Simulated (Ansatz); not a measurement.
# C₂H₅BClF: one species, many methods

The task here is to estimate one member of a computed series from the others.

Program: Ansatz 0.2.0, Gaussian basis. Level of theory: functionals in def2-TZVPP, the program's frozen cores in correlated methods. These are calculated values, not measurements.

Plan: PBE-D4, r2SCAN-D4, PBE0-D4, B3LYP-D4, ωB97X-V, ωB97M-V, B2PLYP; CCSD(T)/def2-TZVPP; MP2/def2-QZVPP; extrapolation to the limit.

## The geometry

All runs share one geometry, relaxed beforehand with PBE0-D4 in a triple-zeta def2 set.

SMILES `BCC(F)Cl`, 10 atoms, charge 0, spin multiplicity 1.

Atoms are counted from 1 here; the program's logs count them from 0.

Bond lengths: B1–C2 1.557 Å, B1–H6 1.196 Å, B1–H7 1.195 Å, C2–C3 1.501 Å, C2–H8 1.102 Å, C2–H9 1.095 Å, C3–F4 1.365 Å, C3–Cl5 1.785 Å, C3–H10 1.091 Å. Angles: C2–B1–H6 121.4°, C2–B1–H7 119.2°, H6–B1–H7 119.2°, B1–C2–C3 115.2°, B1–C2–H8 104.9°, B1–C2–H9 112.4°, C3–C2–H8 109.1°, C3–C2–H9 110.0°, H8–C2–H9 104.5°, C2–C3–F4 109.6°, C2–C3–Cl5 112.2°, C2–C3–H10 113.1°, F4–C3–Cl5 108.0°, F4–C3–H10 107.8°, Cl5–C3–H10 105.9°.

Geometry (Å):

```xyz
10
C2H5BClF
B    -1.4260    0.3725   -0.2876
C    -0.0648   -0.3721   -0.4216
C     1.0022    0.0689    0.5380
F     0.6126   -0.2108    1.8158
Cl    2.5575   -0.7561    0.2419
H    -1.5199    1.3956    0.3250
H    -2.3850   -0.0571   -0.8569
H     0.2702   -0.1688   -1.4514
H    -0.1785   -1.4606   -0.3804
H     1.2149    1.1373    0.4801
```

Set-up of the first run:

The input, in.yaml:

```yaml
crystal:
  periodic: [false, false, false]
  atoms:
    - {symbol: B, position_ang: [-1.425957, 0.372529, -0.287604]}
    - {symbol: C, position_ang: [-0.064782, -0.372132, -0.421632]}
    - {symbol: C, position_ang: [1.002248, 0.068913, 0.538030]}
    - {symbol: F, position_ang: [0.612584, -0.210764, 1.815771]}
    - {symbol: Cl, position_ang: [2.557503, -0.756111, 0.241949]}
    - {symbol: H, position_ang: [-1.519933, 1.395620, 0.325008]}
    - {symbol: H, position_ang: [-2.385008, -0.057136, -0.856905]}
    - {symbol: H, position_ang: [0.270157, -0.168820, -1.451368]}
    - {symbol: H, position_ang: [-0.178514, -1.460622, -0.380397]}
    - {symbol: H, position_ang: [1.214902, 1.137324, 0.480148]}
basis:
  gaussian: {orbitals: def2-TZVPP}
hamiltonian: {xc: pbe, dispersion: d4}
output: {forces: true, orbitals: {seedname: orbitals}}
```

Command:

```bash
> ansatz run in.yaml --threads 4 --pin off --events-out ev --progress --plain --max-ram 10444MiB
```

Steps of the session up to this table: PBE-D4 (GGA); r2SCAN-D4 (meta-GGA); PBE0-D4 (hybrid); B3LYP-D4 (hybrid); ωB97X-V (range-separated); ωB97M-V (range-separated); B2PLYP (double hybrid); CCSD(T) in def2-TZVPP; MP2 in def2-QZVPP.

One table of the session follows, with a row left open; its other results are not shown here.

It belongs to the step «Atomisation energies». 

```
            method  atomisation energy (eV)
            PBE-D4                   38.803
         r2SCAN-D4                   38.113
           PBE0-D4                   38.155
          B3LYP-D4                   37.826
           ωB97X-V                   37.971
           ωB97M-V                   38.049
            B2PLYP                   37.470
     HF/def2-TZVPP                   28.258
    MP2/def2-TZVPP                        ?
   CCSD/def2-TZVPP                   36.292
CCSD(T)/def2-TZVPP                   36.842
           MP2/CBS                   38.544
       CCSD(T)/CBS                   37.735
```

**Question.** Estimate the row for MP2/def2-TZVPP.

As computed: atomisation energy (eV): 37.651. In the column «atomisation energy (eV)» it lies between B2PLYP (37.470) and CCSD(T)/CBS (37.735).

To keep in mind: Free atoms (1 B, 2 C, 1 F, 1 Cl, 5 H) were run apart at each level; the atomisation energy is their sum less the molecule, without zero-point or spin-orbit terms.
